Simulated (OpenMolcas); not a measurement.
# CH3AlF2 (SMILES [CH3][Al]([F])[F]): a chain of runs

We compute a single-point energy (HF/ANO-R0), then a single-point energy (CASSCF(2,2)/ANO-R1), then the energy along one coordinate (CASPT2(2,2)/ANO-R1), then an energy scan (SC-NEVPT2(2,2)/ANO-R1), then the energy along one coordinate (MC-PDFT[tPBE](2,2)/ANO-R1) of CH3AlF2. 

The results are computed with OpenMolcas 26.06.

## Step 1: The system as given

CH3AlF2 has 7 atoms, charge 0, and is taken as a singlet. As SMILES, `[CH3][Al]([F])[F]`. The shape is that of a PBE0-D4/def2-TZVP optimisation.

Bond lengths: C1–Al2 1.926 Å, Al2–F3 1.644 Å, Al2–F4 1.644 Å, C1–H5 1.091 Å, C1–H6 1.093 Å, C1–H7 1.093 Å. Angles: C1–Al2–F3 121.5°, C1–Al2–F4 122.4°, F3–Al2–F4 116.1°, Al2–C1–H5 111.8°, Al2–C1–H6 110.6°, Al2–C1–H7 110.6°, H5–C1–H6 108.4°, H5–C1–H7 108.4°, H6–C1–H7 106.8°.

## Step 2: The energy at HF/ANO-R0 (sfX2C) (run 1)

File geom.xyz:

```xyz
7

C     -0.253600     0.825900    -0.238700
Al     0.293100    -0.956200     0.245500
F      1.513200    -1.219500     1.315500
F     -0.423400    -2.297600    -0.378600
H     -1.075800     0.816000    -0.956100
H     -0.573400     1.384500     0.645100
H      0.581100     1.378900    -0.678200
```

File step1.inp:

```
&GATEWAY
  Coord = geom.xyz
  Basis = ANO-R0
  Group = NoSym

&SEWARD

&SCF
  PrOrbitals = 0

&LOCALISATION
  Occupied
  Freeze
  Pipek-Mezey

&LOCALISATION
  FileOrb = $Project.LocOrb
  Virtual
  Pipek-Mezey
```

The run is started by

```
$ export MOLCAS_MEM=1860
$ pymolcas step1.inp > step1.log
```

What it wrote:

```text
--- Start Module: gateway ---
[...]
--- Stop Module: gateway /rc=_RC_ALL_IS_WELL_ ---
[...]
      Basis functions           27
[...]
       Convergence after  11 Iterations
[...]
::    Total SCF energy                               -480.6457974350
[...]
      Total spin, S                                     0.0000000000
[...]
      Total electronic charge=   40.000000
      Total            charge=   -0.000000
[...]
      Dipole Moment (debye):
      Origin of the operator (angstrom)=    0.3062   -0.9887    0.2570
                   X= -6.1461E-02               Y=  1.5570E-01               Z= -5.4298E-02           Total=  1.7598E-01
      Quadrupole Moment (debye*angstrom):
[...]
--- Start Module: localisation ---
[...]
--- Stop Module: localisation /rc=_RC_ALL_IS_WELL_ ---
--- Start Module: localisation ---
[...]
--- Stop Module: localisation /rc=_RC_ALL_IS_WELL_ ---
[...]
```

It took 4.5 s on 1 thread of Intel Xeon Platinum 8259CL at 2.50GHz (Skylake/Cascade Lake), shared host; peak memory 0.38 GiB.

## Step 3: The energy at CASSCF(2,2)/ANO-R1 (sfX2C, RICD fitting) (run 2)

geom.xyz is that of step 2.

File step2.inp:

```
* CH3AlF2 CASSCF

&GATEWAY
  Coord=geom.xyz
  Basis=ANO-R0
  Group=NoSym

&SEWARD

&RASSCF
  FileOrb=$CurrDir/step1.LocOrb
  Alter=1
  1 21 27
  Spin=1
  Nactel=2 0 0
  Inactive=19
  Ras2=2
  OrbListing=Nothing
>>> COPY $Project.RunFile RUNFIL1
>>> COPY $Project.RasOrb INPORB

&GATEWAY
  Coord=geom.xyz
  Basis=ANO-R1
  Group=NoSym
  RICD

&SEWARD
>>> COPY $Project.RunFile RUNFIL2

&EXPBAS

&RASSCF
  FileOrb=$Project.ExpOrb
  Spin=1
  Nactel=2 0 0
  Inactive=19
  Ras2=2
  OrbListing=Nothing
```

The run is started by

```
$ export MOLCAS_MEM=1860
$ pymolcas step2.inp > step2.log
```

What it wrote:

```text
--- Start Module: gateway ---
[...]
      Basis functions           27
[...]
      Number of active orbitals                  2
[...]
      Spin quantum number                      0.0
[...]
      Active orbitals                            2
[...]
      Number of CSFs                             3
[...]
      Number of root(s) required                 1
[...]
      Convergence after 11 iterations
[...]
      printout of CI-coefficients larger than  0.05 for root  1
      energy=    -480.656262
      conf/sym  11     Coeff  Weight
             1  20   0.99508 0.99018
             3  02  -0.09908 0.00982
      Natural orbitals and occupation numbers for root  1
      sym 1:   1.980368   0.019632
      ************************************************************************************************************************
      *                                                    Final results                                                     *
[...]
::    RASSCF root number  1 Total energy:   -480.65626187
[...]
      Basis functions           75
[...]
      Convergence after 12 iterations
[...]
      Natural orbitals and occupation numbers for root  1
      sym 1:   1.979703   0.020297
      ************************************************************************************************************************
      *                                                    Final results                                                     *
[...]
::    RASSCF root number  1 Total energy:   -481.25300701
[...]
      Total electronic charge=   40.000000
      Total            charge=   -0.000000
[...]
      Dipole Moment (debye):
      Origin of the operator (angstrom)=    0.3062   -0.9887    0.2570
                   X= -7.6075E-01               Y=  2.4694E+00               Z= -6.7410E-01           Total=  2.6704E+00
      Quadrupole Moment (debye*angstrom):
[...]
```

Run time: 11 s. Hardware: 1 thread of Intel Xeon Platinum 8259CL at 2.50GHz (Skylake/Cascade Lake), shared host; peak memory 0.38 GiB.

## Step 4: The energy along one coordinate at CASPT2(2,2)/ANO-R1 (sfX2C, RICD fitting, ipea shift 0.25 Eh, pt2 variant SS) (run 3)

File step3.inp:

```
* CH3AlF2 CASPT2
>>> COPY $CurrDir/step2.RasOrb $Project.RasOrb
>>> ForEach K in (1, 2, 3, 4, 5, 6, 7, 8, 9)

&GATEWAY
  Coord
  $CurrDir/point$K.xyz
  Basis
  ANO-R1
  Group
  NoSym
  RICD

&SEWARD

&RASSCF
  FileOrb
  $Project.RasOrb
  Spin
  1
  Nactel
  2 0 0
  Inactive
  19
  Ras2
  2
  OrbListing
  Nothing

&CASPT2
  Imaginary
  0.2
  Frozen
  8
>>> EndDo
```

The run is started by

```
$ export MOLCAS_MEM=1860
$ pymolcas step3.inp > step3.log
```

What it wrote:

```text
[...]
      Basis functions           75
[...]
      Number of active orbitals                  2
[...]
      Spin quantum number                      0.0
[...]
      Active orbitals                            2
[...]
      Number of CSFs                             3
[...]
      Number of root(s) required                 1
[...]
      Convergence after 11 iterations
[...]
      printout of CI-coefficients larger than  0.05 for root  1
      energy=    -481.234897
      conf/sym  11     Coeff  Weight
             1  20   0.99632 0.99265
             3  02  -0.08575 0.00735
      Natural orbitals and occupation numbers for root  1
      sym 1:   1.985296   0.014704
      ************************************************************************************************************************
      *                                                    Final results                                                     *
[...]
::    RASSCF root number  1 Total energy:   -481.23489690
[...]
::    CASPT2 Root  1     Total energy:   -481.79422734
[...]
      Convergence after 11 iterations
[...]
      Natural orbitals and occupation numbers for root  1
      sym 1:   1.979698   0.020302
      ************************************************************************************************************************
      *                                                    Final results                                                     *
[...]
      Convergence after 10 iterations
[...]
      Convergence after  9 iterations
[...]
      Convergence after  8 iterations
[...]
::    RASSCF root number  1 Total energy:   -481.12556105
[...]
::    CASPT2 Root  1     Total energy:   -481.66120602
[...]
      Convergence after  7 iterations
[...]
::    RASSCF root number  1 Total energy:   -481.12380463
[...]
      Reference weight:           0.87956
[...]
::    CASPT2 Root  1     Total energy:   -481.65877191
[...]
```

Wall time 71 s (1 thread of Intel Xeon Platinum 8259CL at 2.50GHz (Skylake/Cascade Lake), shared host); peak memory 0.084 GiB.

The scan, from its lowest point:

```csv
Al2–C1 (Å),energy (kJ/mol)
1.733,40.3
1.926,0.0
2.119,21.3
2.407,95.8
2.793,204.9
3.274,305.2
3.852,365.4
4.622,389.5
5.778,395.9
```

## Step 5: The energy along one coordinate at SC-NEVPT2(2,2)/ANO-R1 (sfX2C, RICD fitting, pt2 variant SC-NEVPT2) (run 4)

File step4.input:

```
>>> COPY $CurrDir/step2.RasOrb $Project.RasOrb
>>> ForEach K in (1, 2, 3, 4, 5, 6, 7, 8, 9)
&GATEWAY
Coord=$CurrDir/point$K.xyz
Basis=ANO-R1
Group=NoSym
RICD
&SEWARD
&RASSCF
FileOrb=$Project.RasOrb
Spin=1
Nactel=2 0 0
Inactive=19
Ras2=2
OrbListing=Nothing
&CASPT2
SC-NEVPT2
Frozen=8
>>> EndDo
```

The run is started by

```
$ export MOLCAS_MEM=1860
$ pymolcas step4.input > step4.log
```

What it wrote:

```text
--- Start Module: gateway ---
[...]
      Basis functions           75
[...]
      Number of active orbitals                  2
[...]
      Spin quantum number                      0.0
[...]
      Active orbitals                            2
[...]
      Number of CSFs                             3
[...]
      Number of root(s) required                 1
[...]
      Convergence after 11 iterations
[...]
      printout of CI-coefficients larger than  0.05 for root  1
      energy=    -481.234897
      conf/sym  11     Coeff  Weight
             1  20   0.99632 0.99265
             3  02  -0.08575 0.00735
      Natural orbitals and occupation numbers for root  1
      sym 1:   1.985296   0.014704
      ************************************************************************************************************************
      *                                                    Final results                                                     *
[...]
::    RASSCF root number  1 Total energy:   -481.23489690
[...]
::    SC-NEVPT2 Root  1     Total energy:   -481.79095360
[...]
      Convergence after 11 iterations
[...]
      Natural orbitals and occupation numbers for root  1
      sym 1:   1.979698   0.020302
      ************************************************************************************************************************
      *                                                    Final results                                                     *
[...]
      Convergence after 10 iterations
[...]
      Convergence after  9 iterations
[...]
      Convergence after  8 iterations
[...]
::    RASSCF root number  1 Total energy:   -481.12556105
[...]
::    SC-NEVPT2 Root  1     Total energy:   -481.65870673
[...]
      Convergence after  7 iterations
[...]
::    RASSCF root number  1 Total energy:   -481.12380463
[...]
::    SC-NEVPT2 Root  1     Total energy:   -481.65633589
[...]
```

Wall time 71 s (1 thread of Intel Xeon Platinum 8259CL at 2.50GHz (Skylake/Cascade Lake), shared host); peak memory 0.084 GiB.

The scan, from its lowest point:

| Al2–C1 (Å) | energy (kJ/mol) |
| --- | --- |
| 1.733 | 41.7 |
| 1.926 | 0.0 |
| 2.119 | 19.4 |
| 2.407 | 92.1 |
| 2.793 | 201.6 |
| 3.274 | 304.1 |
| 3.852 | 365.1 |
| 4.622 | 389.0 |
| 5.778 | 395.2 |

## Step 6: The energy along one coordinate at MC-PDFT[tPBE](2,2)/ANO-R1 (sfX2C, RICD fitting) (run 5)

File step5.input:

```
* CH3AlF2 MC-PDFT
>>> COPY $CurrDir/step2.RasOrb $Project.RasOrb
>>> ForEach K in (1, 2, 3, 4, 5, 6, 7, 8, 9)

&GATEWAY
  Coord=$CurrDir/point$K.xyz
  Basis=ANO-R1
  Group=NoSym
  RICD

&SEWARD

&RASSCF
  FileOrb=$Project.RasOrb
  Spin=1
  Nactel=2 0 0
  Inactive=19
  Ras2=2
  OrbListing=Nothing

&MCPDFT
  KSDFT=T:PBE
>>> EndDo
```

The run is started by

```
$ export MOLCAS_MEM=1860
$ pymolcas step5.input > step5.log
```

What it wrote:

```text
--- Start Module: gateway ---
[...]
      Basis functions           75
[...]
      Number of active orbitals                  2
[...]
      Spin quantum number                      0.0
[...]
      Active orbitals                            2
[...]
      Number of CSFs                             3
[...]
      Number of root(s) required                 1
[...]
      Convergence after 11 iterations
[...]
      printout of CI-coefficients larger than  0.05 for root  1
      energy=    -481.234897
      conf/sym  11     Coeff  Weight
             1  20   0.99632 0.99265
             3  02  -0.08575 0.00735
      Natural orbitals and occupation numbers for root  1
      sym 1:   1.985296   0.014704
      ************************************************************************************************************************
      *                                                    Final results                                                     *
[...]
::    RASSCF root number  1 Total energy:   -481.23489690
[...]
::    MCPDFT root number  1 Total energy:   -482.41699262
[...]
      Convergence after 11 iterations
[...]
      Natural orbitals and occupation numbers for root  1
      sym 1:   1.979698   0.020302
      ************************************************************************************************************************
      *                                                    Final results                                                     *
[...]
      Convergence after 10 iterations
[...]
      Convergence after  9 iterations
[...]
      Convergence after  8 iterations
[...]
::    RASSCF root number  1 Total energy:   -481.12556105
[...]
::    MCPDFT root number  1 Total energy:   -482.27449141
[...]
      Convergence after  7 iterations
[...]
::    RASSCF root number  1 Total energy:   -481.12380463
[...]
::    MCPDFT root number  1 Total energy:   -482.27244281
[...]
```

It took 74 s on 1 thread of Intel Xeon Platinum 8259CL at 2.50GHz (Skylake/Cascade Lake), shared host; peak memory 0.084 GiB.

The scan, from its lowest point:

```csv
Al2–C1 (Å),energy (kJ/mol)
1.733,38.2
1.926,0.0
2.119,21.4
2.407,95.4
2.793,207.0
3.274,316.4
3.852,385.7
4.622,412.3
5.778,417.7
```

## Step 7: Results

```
                                                   quantity          value
                             run 1, HF/ANO-R0: total energy  -480.64580 Eh
                            run 1, HF/ANO-R0: dipole moment         0.18 D
                              run 1, HF/ANO-R0: HOMO energy      -12.18 eV
                              run 1, HF/ANO-R0: LUMO energy        3.04 eV
                            run 1, HF/ANO-R0: HOMO–LUMO gap       15.22 eV
                    run 2, CASSCF(2,2)/ANO-R1: total energy  -481.25301 Eh
  run 2, CASSCF(2,2)/ANO-R1: dipole moment (CASSCF density)         2.67 D
       run 3, CASPT2(2,2)/ANO-R1: lowest energy of the scan  -481.80957 Eh
    run 4, SC-NEVPT2(2,2)/ANO-R1: lowest energy of the scan  -481.80685 Eh
run 5, MC-PDFT[tPBE](2,2)/ANO-R1: lowest energy of the scan  -482.43153 Eh
```

**Reading.** Mulliken charges (run 1, HF/ANO-R0) run from -1.15 on C1 to +1.32 on Al2. Mulliken charges (run 2, CASSCF(2,2)/ANO-R1) run from -0.65 on C1 to +1.45 on Al2; they depend strongly on the basis.
